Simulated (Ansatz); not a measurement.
InSb3 under changes of volume

One of the cells (27.318 Å³/atom); the others are scaled copies at fixed shape and fractional positions:

```
Sb In
1.0
     0.00000    3.79455    3.79455
     3.79455    0.00000    3.79455
     3.79455    3.79455    0.00000
Sb In
3 1
Direct
  0.50000 0.50000 0.50000
  0.75000 0.75000 0.75000
  0.25000 0.25000 0.25000
  0.00000 0.00000 0.00000
```

The cell comes from a database or a generator and needn't be the stable form of this composition.

```yaml
Program: Ansatz 0.2.0
Functional: PBE
Potentials_or_basis: Ansatz PAW
Cutoff: "420 eV (not typed: the program's choice for these potentials)"
k_mesh: 6 × 6 × 6
Occupations: fermi-dirac, width 0.05 eV
Spin: no spin polarisation
```

```tsv
volume (Å³/atom)	energy over the lowest point (meV/atom)	pressure (GPa)
25.679	15.09	3.4
26.226	5.89	2.1
26.772	1.04	0.9
27.318	0.00	-0.2
27.865	2.28	-1.1
28.411	7.53	-1.9
28.957	?	?
```

Problem. What does the run at 28.957 Å³/atom give?

Solution. Energy over the lowest point 15.47 meV/atom; pressure -2.7 GPa.

Worked out: A Birch-Murnaghan fit of order 3 (a polynomial in V^(-2/3)) to the other rows has its minimum at 27.21 Å³/atom with B0 = V·E''(V) = 50 GPa and B' = 5.4. It gives 15.35 meV/atom at 28.957 Å³/atom, against the run's 15.47, and -dE/dV = -2.6 GPa, against -2.7.

Energies are extrapolated to zero smearing.
